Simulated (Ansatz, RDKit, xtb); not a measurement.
**Isomers of C5H9ClGe, a sample narrowed down**

Which of a sample of isomers of C5H9ClGe is the most stable in the gas at 298.15 K, and what are its properties? The sample is small against all isomers, and the most stable one of this formula need not be in it.

Plan: many cheap relaxations first (GFN2-xTB), then density-functional screening, relaxation at PBE-D3(BJ)/def2-SVP, vibrations (at GFN2-xTB) and a final energy. The numbers are computed, not measured.

**1. Drawing up candidates**

Isomers were taken from a list of plausible structures; this is a sample, not all of them. That gives 12 candidates.

```csv
label,SMILES,spin
c046,ClC[C@@H]1C=[C]([GeH3])C1,singlet
c073,C#C[CH2][Ge@H]([Cl])[CH2]C,singlet
c138,Cl/C=[C]1/CC[CH2][GeH2]1,singlet
c162,Cl[C@@H]1CC=C[CH2][GeH2]1,singlet
c253,C=C[C@]1(Cl)C[CH2][GeH2]1,singlet
c330,CC1=[C]([GeH3])C[C@@H]1Cl,singlet
c423,CCCC#[C][GeH2][Cl],singlet
c455,ClC[C@@H]1C=C[CH2][GeH2]1,singlet
c497,Cl[CH2][GeH]1[CH2]C=C[CH2]1,singlet
c498,[CH3][Ge@@H]1[CH2]C=C[C@H]1Cl,singlet
c747,[Cl][GeH2][C@@H]1C=CCC1,singlet
c896,ClC[C]1=CC[CH2][GeH2]1,singlet
```

Candidates are built by distance geometry, with a force field where one applies, in up to four conformers (letters a to d).

Q: Predict the outcome of this search (final energies at CCSD(T)/def2-SVP + MP2/def2-TZVPP - MP2/def2-SVP).

| quantity | value |
| --- | --- |
| lowest structure found | [Cl][GeH2][C@@H]1C=CCC1, singlet |
| next finalist | CCCC#[C][GeH2][Cl], singlet, 19.7 kcal/mol higher in G |
| share at equilibrium, among the finalists | 100.0 % |

`[Cl][GeH2][C@@H]1C=CCC1` comes out lowest. The margin of 19.7 kcal/mol over the next finalist is beyond the usual error of the last level; it says nothing of structures that weren't ranked. r2SCAN-D4/def2-SVP, PBE-D3(BJ)/def2-SVP, HF/def2-SVP and MP2/def2-SVP already put its bonding pattern lowest among the structures in one piece. Lowest found is not proven lowest: the search is finite, and each finalist counts with one conformer. Only 12 drawn patterns were tried, so whole families of isomers are missing, and the result ranks this sample alone. The lowest isomer need not be the one that is made and kept in a bottle, which depends on barriers.
